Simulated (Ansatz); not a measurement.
Write a Python script for Ansatz 0.2.0 through its Python package that makes energies of removing a hydrogen of H₇NPSi (charge +1), SMILES N[SiH2][PH3+]. Level of theory (for the species named): PBE0, cc-pVDZ basis, multiplicity 1.

```xyz
10

N     1.6141    0.6477    0.2143
Si    0.4985   -0.5746   -0.1636
P    -1.5450    0.0789    0.2455
H     2.5569    0.2995    0.0580
H     1.4965    1.4294   -0.4255
H     0.6966   -0.8542   -1.6011
H     0.8771   -1.7628    0.6293
H    -2.5141   -0.8948   -0.0790
H    -1.9121    1.2328   -0.4802
H    -1.7685    0.3980    1.6023
```

Script `h7npsi_bde.py`:
```python
"""X-H bond energies of H7NPSi(+) without relaxation."""

import ansatz as az


def energy(molecule, charge=0, unpaired=0):
    calc = molecule.calculation().basis(gaussian="cc-pVDZ").functional("pbe0")
    if charge:
        calc = calc.charge(charge)
    if unpaired:
        calc = calc.spin("collinear", total=unpaired)
    return calc.run(threads=1).report["free_energy_ev"]

def without(molecule, index):
    rest = az.Crystal.molecule()
    for i, site in enumerate(molecule.cartesian_sites):
        if i != index:
            rest = rest.atom(site.symbol, site.position_ang)
    return rest


def main() -> None:
    geometry_ang = [
        ("N", [1.6141, 0.6477, 0.2143]),
        ("Si", [0.4985, -0.5746, -0.1636]),
        ("P", [-1.545, 0.0789, 0.2455]),
        ("H", [2.5569, 0.2995, 0.058]),
        ("H", [1.4965, 1.4294, -0.4255]),
        ("H", [0.6966, -0.8542, -1.6011]),
        ("H", [0.8771, -1.7628, 0.6293]),
        ("H", [-2.5141, -0.8948, -0.079]),
        ("H", [-1.9121, 1.2328, -0.4802]),
        ("H", [-1.7685, 0.398, 1.6023]),
    ]
    system = az.Crystal.molecule()
    for symbol, xyz in geometry_ang:
        system = system.atom(symbol, xyz)

    whole = energy(system, 1)
    hydrogen = energy(az.Crystal.molecule().atom("H", (0, 0, 0)), 0, 1)
    print(f"E(molecule) = {whole:.5f} eV, E(H) = {hydrogen:.5f} eV")
    for index in [4, 6, 9]:
        radical = energy(without(system, index), 1, 1)
        print(f"H{index}: homolysis {(radical + hydrogen - whole):.3f} eV")
        anion = energy(without(system, index), 0)
        print(f"H{index}: loss of a proton {(anion - whole):.3f} eV")


if __name__ == "__main__":
    main()
```

```console
$ python h7npsi_bde.py
E(molecule) = -18754.48504 eV, E(H) = -13.61358 eV
H4: homolysis 4.865 eV
H4: loss of a proton 12.722 eV
H6: homolysis 3.814 eV
H6: loss of a proton 11.406 eV
H9: homolysis 4.061 eV
H9: loss of a proton 9.200 eV
```

What to keep in mind:
- Total energies depend on the basis set; only differences at equal settings carry meaning.
- The geometry is a force-field or estimated start, not a minimum of this method, and the basis set is short of its limit. All parts are taken at fixed geometry, without zero-point energy.
- Anions want diffuse functions, which this basis lacks.
- Timing: 24 s on 1 thread of Arm Neoverse V1, with other jobs on the host, peak memory 0.26 GiB.
